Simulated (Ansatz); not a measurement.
# CH9ClSi3: a dynamics run in two tries

Aim: a short trajectory for this system. SMILES of the start: C[Si]([SiH3])([SiH3])Cl.

Program: Ansatz 0.2.0. Level of theory: RHF/STO-3G. These are calculated values, not measurements.

### 1 Starting point

Bond lengths: Si1–Cl2 2.117 Å, Si1–C3 1.870 Å, C3–H4 1.082 Å, C3–H5 1.083 Å, C3–H6 1.082 Å, Si1–Si7 2.259 Å, Si7–H8 1.422 Å, Si7–H9 1.422 Å, Si7–H10 1.424 Å, Si1–Si11 2.259 Å, Si11–H12 1.422 Å, Si11–H13 1.423 Å, Si11–H14 1.422 Å. Angles (14 of 24 angles, heavy atoms first): Cl2–Si1–C3 105.2°, Cl2–Si1–Si7 107.1°, Cl2–Si1–Si11 107.1°, C3–Si1–Si7 111.0°, C3–Si1–Si11 111.0°, Si7–Si1–Si11 114.8°, Si1–C3–H4 111.5°, Si1–C3–H5 110.5°, Si1–C3–H6 111.5°, Si1–Si7–H8 110.7°, Si1–Si7–H9 110.8°, Si1–Si7–H10 109.1°, Si1–Si11–H12 110.7°, Si1–Si11–H13 109.1°.

Structure file:

```xyz
14

Si   -0.0190   -0.0390   -0.0893
Cl    0.0651   -0.2296    2.0173
C     1.7643    0.0609   -0.6449
H     2.3165   -0.8279   -0.3675
H     1.8215    0.1622   -1.7221
H     2.2693    0.9119   -0.2064
Si   -1.1145    1.8839   -0.5407
H    -2.4526    1.8258   -0.0621
H    -0.4529    2.9935    0.0547
H    -1.1500    2.0785   -1.9505
Si   -1.0106   -1.9048   -0.8875
H    -2.3201   -2.0470   -0.3516
H    -1.1130   -1.8089   -2.3038
H    -0.2455   -3.0594   -0.5650
```

### 2 First try

File input.yaml:

```yaml
crystal:
  periodic: [false, false, false]
  atoms:
    - { symbol: Si, position_ang: [-0.019004, -0.039001, -0.089304] }
    - { symbol: Cl, position_ang: [0.065145, -0.229605, 2.017257] }
    - { symbol: C, position_ang: [1.764264, 0.060864, -0.644922] }
    - { symbol: H, position_ang: [2.316538, -0.827853, -0.367538] }
    - { symbol: H, position_ang: [1.821505, 0.162213, -1.722129] }
    - { symbol: H, position_ang: [2.269343, 0.911943, -0.206384] }
    - { symbol: Si, position_ang: [-1.114451, 1.883905, -0.540743] }
    - { symbol: H, position_ang: [-2.452612, 1.825763, -0.062071] }
    - { symbol: H, position_ang: [-0.45293, 2.993512, 0.054716] }
    - { symbol: H, position_ang: [-1.150003, 2.078462, -1.950462] }
    - { symbol: Si, position_ang: [-1.010579, -1.904799, -0.887517] }
    - { symbol: H, position_ang: [-2.320072, -2.047017, -0.351605] }
    - { symbol: H, position_ang: [-1.113035, -1.808891, -2.303824] }
    - { symbol: H, position_ang: [-0.245508, -3.059396, -0.564973] }
magnetization:
  spin_polarized: true
  initial_magnetization: 1
basis:
  gaussian: { orbitals: STO-3G }
hamiltonian:
  xc: hf
md:
  timestep: 1.0
  n_steps: 25
  ensemble: nvt_langevin
  temperature: 500.0
  initial_velocities: maxwell_boltzmann
  seed: 258170
  friction: 0.01
```

Launch:

```bash
$ ansatz run input.yaml --threads 1 --pin off --max-ram 2048MiB --backend cpu --events-out ev --progress --plain --runs-dir out
```

What does the calculation give? Wanted: first try.

**Answer**, as computed:

```
 quantity                                                                                                    value
first try                                                                                                  refused
    cause  the number of unpaired electrons doesn't fit the number of electrons: even goes with even, odd with odd
```

In words: The fault in the first input was caught at the input check and cost nothing.
